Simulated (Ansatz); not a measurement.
Geometry optimisation, Ansatz 0.2.0, DFT PBE, scalar-relativistic, plane waves, PAW.

Input:

```yaml
crystal:
  lattice:
    - [6.98, 0.0, 0.0]
    - [0.0, 6.98, 0.0]
    - [0.0, 0.0, 6.98]
  atoms:
    - { symbol: Li, position: [0.0, 0.0, 0.0] }
    - { symbol: Li, position: [0.5, 0.0, 0.0] }
    - { symbol: Li, position: [0.0, 0.5, 0.0] }
    - { symbol: Li, position: [0.0, 0.0, 0.5] }
    - { symbol: Li, position: [0.25, 0.25, 0.25] }
    - { symbol: Li, position: [0.5, 0.5, 0.0] }
    - { symbol: Li, position: [0.5, 0.0, 0.5] }
    - { symbol: Li, position: [0.75, 0.25, 0.25] }
    - { symbol: Li, position: [0.0, 0.5, 0.5] }
    - { symbol: Li, position: [0.25, 0.75, 0.25] }
    - { symbol: Li, position: [0.25, 0.25, 0.75] }
    - { symbol: Li, position: [0.5, 0.5, 0.5] }
    - { symbol: Li, position: [0.75, 0.75, 0.25] }
    - { symbol: Li, position: [0.75, 0.25, 0.75] }
    - { symbol: Li, position: [0.25, 0.75, 0.75] }
    - { symbol: Li, position: [0.75, 0.75, 0.75] }
    - { symbol: Li, position: [0.37955344, 7.492e-05, 0.2495995] }
basis:
  ecutwfc: 420.0
kpoints:
  mp_grid: { grid: [3, 3, 3] }
hamiltonian:
  xc: pbe
scf:
  occupations: { method: gaussian, width: 0.1 }
  lower_state_search: "off"
relax:
  f_tol: 0.03
  max_steps: 60
  adjacent_minimum: "off"
```

Run as:

```bash
$ ansatz run input.yaml --threads 2 --pin off --max-ram 5120MiB --backend cpu --events-out ev --progress --plain --runs-dir out
```

Problem. Where does it end, and by what steps?

Solution. The forces met the threshold. The force dipped under the threshold on the way, but the program's further checks kept it going. Limits of this set-up: coarse k mesh, a small cell, in which the defect meets its images, a typed lattice constant that wasn't relaxed here. After 17 steps the energy has fallen by 1.737 eV; Li17 moved furthest, 1.07 Å. Joined: Li1–Li2 (3.49 → 2.76 Å), Li5–Li8 (3.49 → 2.78 Å), Li6–Li17 (3.99 → 2.93 Å), Li11–Li17 (4.00 → 2.91 Å), Li13–Li16 (3.49 → 2.96 Å), Li14–Li16 (3.49 → 3.06 Å).

```
step  energy less start (eV)  largest force component (eV/Å)  accepted
   0                  0.0000                           1.580       yes
   1                 -0.9336                           0.908       yes
   2                 -1.4446                           0.288       yes
   3                 -1.5738                           0.037       yes
   4                 -1.5803                           0.004       yes
   5                 -1.5804                           0.005       yes
   6                 -1.5805                           0.007       yes
   7                 -1.5807                           0.010       yes
   8                 -1.5817                           0.018       yes
   9                 -1.5857                           0.029       yes
  10                 -1.6012                           0.041       yes
  11                 -1.6285                           0.048       yes
  12                 -1.6560                           0.051       yes
  13                 -1.6767                           0.075       yes
  14                 -1.7055                           0.065       yes
  15                 -1.7282                           0.046       yes
  16                 -1.7368                           0.020       yes
  17                 -1.7368                           0.020       yes
```

```xyz
17
Lattice="6.9800 0.0000 0.0000 0.0000 6.9800 0.0000 0.0000 0.0000 6.9800" Properties=species:S:1:pos:R:3
Li 0.027 -0.101 0.044
Li 4.317 -0.436 -0.463
Li -0.191 3.665 -0.018
Li 0.047 -0.137 3.674
Li 1.024 2.095 2.012
Li 3.550 3.388 0.108
Li 3.341 0.037 3.638
Li 5.255 1.684 1.916
Li 0.156 3.735 3.773
Li 1.821 5.164 1.760
Li 1.706 1.767 5.407
Li 3.275 3.230 3.407
Li 5.171 5.217 1.925
Li 5.329 1.802 5.160
Li 1.928 5.229 5.479
Li 5.047 4.833 4.856
Li 2.726 0.707 0.942
```

Whether the end is a true minimum wasn't checked by a vibrational analysis.

The run took 76 s on 2 threads of Intel(R) Xeon(R) Platinum 8259CL CPU @ 2.50GHz (Skylake/Cascade Lake), with other jobs on the host, peak memory 0.62 GiB.
